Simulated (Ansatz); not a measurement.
**CH7GaSn (SMILES [CH3][SnH2][GaH2]) at HF/3-21G**

Aim: the electronic atomisation energy of CH7GaSn at HF/3-21G, from 5 runs. 

Program for the calculation: Ansatz 0.2.0.

38 further runs of the same task are left out: 38 set aside as unsound or not needed.

## 1. The structure to begin with

The species is CH7GaSn (10 atoms), meant as a singlet with charge 0. As SMILES, `[CH3][SnH2][GaH2]`. The coordinates come from a PBE0-D4/def2-TZVP relaxation.

Bond lengths: C1–Sn2 2.149 Å, Sn2–Ga3 2.622 Å, C1–H4 1.090 Å, C1–H5 1.090 Å, C1–H6 1.090 Å, Sn2–H7 1.717 Å, Sn2–H8 1.717 Å, Ga3–H9 1.576 Å, Ga3–H10 1.574 Å. Some angles: C1–Sn2–Ga3 113.9°, C1–Sn2–H7 107.9°, C1–Sn2–H8 108.0°, Ga3–Sn2–H7 110.2°, Ga3–Sn2–H8 110.6°, Sn2–C1–H4 109.9°, Sn2–C1–H5 110.0°, Sn2–C1–H6 110.0°, Sn2–Ga3–H9 121.1°, Sn2–Ga3–H10 120.9°.

## 2. The energy at HF/3-21G

run.yaml

```yaml
crystal:
  periodic: [false, false, false]
  atoms:
    - symbol: C
      position_ang: [-1.630300, 0.570100, -0.523900]
    - symbol: Sn
      position_ang: [0.239600, -0.482300, -0.646800]
    - symbol: Ga
      position_ang: [1.786900, -0.142600, 1.442100]
    - symbol: H
      position_ang: [-2.223300, 0.378200, -1.418300]
    - symbol: H
      position_ang: [-2.188000, 0.236900, 0.351500]
    - symbol: H
      position_ang: [-1.449600, 1.641800, -0.439900]
    - symbol: H
      position_ang: [-0.106900, -2.150300, -0.863700]
    - symbol: H
      position_ang: [1.039800, 0.025500, -2.078600]
    - symbol: H
      position_ang: [1.310700, 0.711500, 2.677700]
    - symbol: H
      position_ang: [3.221300, -0.788900, 1.499900]
basis:
  gaussian:
    orbitals: 3-21G-spherical.json
hamiltonian:
  xc: hf
accuracy: high
output: {orbitals: {seedname: orbitals}}
```

The basis set 3-21G is read from a file made from the Basis Set Exchange's data (not shown).

Command:

```bash
$ ansatz run run.yaml --threads 1 --pin off --max-ram 2610MiB --events-out events.jsonl --progress --plain --runs-dir runs
```

What it wrote:

```text
Warning: RAYON_NUM_THREADS=1 ignored (pool sized by the plan → 1); use --threads N
Functional definition: HF
  name "HF"
  exchange = exact_x
  correlation = 0
1555 factors; integrals over basis functions are off by at most 1.8e-8 eV
mean field evaluation 1: about -216377.7543 eV, gradient 1.9e1 eV
mean field evaluation 2: about -216377.9603 eV, gradient 1.9e1 eV
mean field evaluation 4: about -216379.1461 eV, gradient 1.8e0 eV
mean field evaluation 8: about -216379.1599 eV, gradient 1.3e-4 eV
mean field -216379.15985443 eV, -7951.7874575878 hartree, gradient 8.5e-9 eV, S^2 0.000000; 0 other end points of the search recorded, 0 dependent functions left out
reference -216379.15985443 eV, -7951.7874575878 hartree; 47, 47 occupied and 29, 29 virtual orbitals, 1555 factors
Total energy: -216379.15985443 eV, -7951.7874575878 hartree
```

Wall time 2.1 s (1 thread of Arm Neoverse V2, shared host); peak memory 0.23 GiB.

## 3. The C atom, same level

in.yaml

```yaml
crystal:
  periodic: [false, false, false]
  atoms:
    - {symbol: C, position_ang: [0.000000, 0.000000, 0.000000]}
basis:
  gaussian:
    orbitals: 3-21G.json
magnetization:
  spin_polarized: true
  initial_magnetization: 2
accuracy: high
hamiltonian:
  xc: hf
```

The basis set 3-21G is read from a file made from the Basis Set Exchange's data (not shown).

Run the same way, it converges to -37.48107 Eh (log not shown).

## 4. The Ga atom

molecule.yaml

```yaml
crystal:
  periodic: [false, false, false]
  atoms:
    - {symbol: Ga, position_ang: [0.000000, 0.000000, 0.000000]}
basis:
  gaussian: {orbitals: 3-21G-spherical.json}
magnetization: {spin_polarized: true, initial_magnetization: 1}
hamiltonian: {xc: hf}
accuracy: high
```

The basis set 3-21G is read from a file made from the Basis Set Exchange's data (not shown).

Command:

```bash
$ ansatz run molecule.yaml --threads 1 --pin off --max-ram 2610MiB --events-out events.jsonl --progress --plain --runs-dir runs
```

What it wrote:

```text
Warning: RAYON_NUM_THREADS=1 ignored (pool sized by the plan → 1); use --threads N
Functional definition: HF
  name "HF"
  exchange = exact_x
  correlation = 0
178 factors; integrals over basis functions are off by at most 4.3e-9 eV
mean field evaluation 1: about -52076.7801 eV, gradient 1.9e0 eV
mean field evaluation 2: about -52076.7888 eV, gradient 1.9e0 eV
mean field evaluation 4: about -52076.8856 eV, gradient 8.1e-2 eV
mean field evaluation 8: about -52076.8839 eV, gradient 1.0e-3 eV
mean field evaluation 16: about -52076.8877 eV, gradient 2.8e-1 eV
mean field evaluation 32: about -52076.8839 eV, gradient 2.4e-3 eV
mean field -52076.88388585 eV, -1913.7901838251 hartree, gradient 3.6e-8 eV, S^2 0.750353; 1 other end points of the search recorded, 0 dependent functions left out
reference -52076.88388585 eV, -1913.7901838251 hartree; 16, 15 occupied and 6, 7 virtual orbitals, 178 factors
Total energy: -52076.88388585 eV, -1913.7901838251 hartree
```

It took 0.1 s on 1 thread of Arm Neoverse V2, shared host.

## 5. The H atom at the same level

job.yaml

```yaml
crystal:
  periodic: [false, false, false]
  atoms:
    - {symbol: H, position_ang: [0.000000, 0.000000, 0.000000]}
basis:
  gaussian: {orbitals: 3-21G.json}
magnetization: {spin_polarized: true, initial_magnetization: 1}
hamiltonian: {xc: hf}
accuracy: high
```

The basis set 3-21G is read from a file made from the Basis Set Exchange's data (not shown).

Run the same way, it converges to -0.49620 Eh (log not shown).

## 6. The Sn atom

in.yaml

```yaml
crystal:
  periodic: [false, false, false]
  atoms:
    - {symbol: Sn, position_ang: [0.000000, 0.000000, 0.000000]}
basis:
  gaussian:
    orbitals: 3-21G-spherical.json
magnetization:
  spin_polarized: true
  initial_magnetization: 2
hamiltonian:
  xc: hf
accuracy: high
```

The basis set 3-21G is read from a file made from the Basis Set Exchange's data (not shown).

Run the same way, it converges to -5996.26828 Eh (log not shown).

## 7. What came out

At HF/3-21G:

| quantity | value |
| --- | --- |
| molecule: total energy | -7951.78746 Eh |
| molecule: HOMO energy | -9.33 eV |
| molecule: LUMO energy | 0.51 eV |
| molecule: HOMO–LUMO gap | 9.84 eV |
| C atom: total energy | -37.48107 Eh |
| C atom: ⟨S²⟩ | 2.001 |
| Ga atom: total energy | -1913.79018 Eh |
| Ga atom: ⟨S²⟩ | 0.750 |
| H atom: total energy | -0.49620 Eh |
| H atom: ⟨S²⟩ | 0.750 |
| Sn atom: total energy | -5996.26828 Eh |
| Sn atom: ⟨S²⟩ | 2.001 |
| electronic atomisation energy | 21.076 eV |

In words: Taking the molecule apart into free atoms costs 21.08 eV (486 kcal/mol), before zero-point energy and without spin-orbit coupling. Hartree–Fock lacks the correlation of the bonding pairs, which as a rule makes this value much too low; in minimal bases other errors can mask that. The basis has no polarisation functions, which makes bonds too weak. Relativity is left out (molecule) although the molecule holds a heavy atom. Relativity is left out (Sn atom) although the molecule holds a heavy atom.
